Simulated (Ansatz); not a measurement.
Below is the output of a Python script on Ansatz 0.2.0 through its Python package that makes a single point from a YAML input of Ga3Pt2, space group P-3m1. Write a script that gives it. Use: LDA, PAW, cutoff 550 eV, Gaussian smearing of 0.1 eV.

The script reads `scf.yaml`:
```yaml
crystal:
  lattice:
    - [4.22, 0.0, 0.0]
    - [-2.11, 3.654627, 0.0]
    - [0.0, 0.0, 5.17]
  atoms:
    - { symbol: Ga, position: [0.0, 0.0, 0.0] }
    - { symbol: Ga, position: [0.333333, 0.666667, 0.633] }
    - { symbol: Ga, position: [0.666667, 0.333333, 0.367] }
    - { symbol: Pt, position: [0.333333, 0.666667, 0.16] }
    - { symbol: Pt, position: [0.666667, 0.333333, 0.84] }
kpoints:
  mp_grid: { kspacing: 0.3 }
hamiltonian:
  xc: lda
scf:
  occupations: { method: gaussian, width: 0.1 }
  initial_density: { chi_scale: 0.1 }
basis:
  ecutwfc: "550 eV"
output:
  forces: true
  stress: true
```

```console
$ python yaml_run_ga3pt2.py
sections: ['crystal', 'kpoints', 'hamiltonian', 'scf', 'basis', 'output']
DeckWarning: the atoms were moved onto the symmetric positions of the space group found under crystal.symmetry.tolerance 1.0e-5 (fractional; no operation is sought that the atoms, as they stand in a [...]
Ga3Pt2: -35613.958148 eV = -2617.577668 Ry = -1308.788834 Ha
Fermi level 15.7769 eV, 27 k-points, 12 symmetry operations
  atom   fx   fy      fz
0   Ga  0.0  0.0  0.0000
1   Ga  0.0 -0.0  0.5736
2   Ga  0.0  0.0 -0.5736
3   Pt  0.0  0.0 -0.1021
4   Pt  0.0 -0.0  0.1021
```
(Warnings from the package without file and line, shortened.)

One script that gives this output:

`yaml_run_ga3pt2.py`
```python
import ansatz as az
import pandas as pd
import yaml


def main() -> None:
    with open('scf.yaml') as handle:
        tree = yaml.safe_load(handle)
    print('sections:', list(tree))
    result = az.Session.from_dict(tree).plan().execute()
    summary = result.report

    energy = summary['free_energy_ev']
    print('Ga3Pt2: {:.6f} eV = {:.6f} Ry = {:.6f} Ha'.format(energy, energy / 13.605693, energy / 27.211386))
    print('Fermi level {:.4f} eV, {} k-points, {} symmetry operations'.format(summary['fermi_energy_ev'], summary['n_kpoints'], summary['n_symmetry_ops']))

    table = pd.DataFrame(summary['forces_ev_ang'], columns=['fx', 'fy', 'fz'])
    table.insert(0, 'atom', [site['symbol'] for site in summary['lattice']['sites']])
    print(table.round(4).to_string())


if __name__ == '__main__':
    main()
```

What to keep in mind:
- The settings weren't tested for convergence.
- An absolute Fermi energy rests on an arbitrary zero of the periodic potential and has no direct meaning.
- Spin-orbit coupling, which matters for elements this heavy, is left out.
- The starting cell is as deposited in a crystallographic database; the results hold for this polymorph, which needn't be the stable one.
- Timing: 9.7 s on 1 thread of Arm Neoverse V1, on a shared host, peak memory 0.49 GiB.
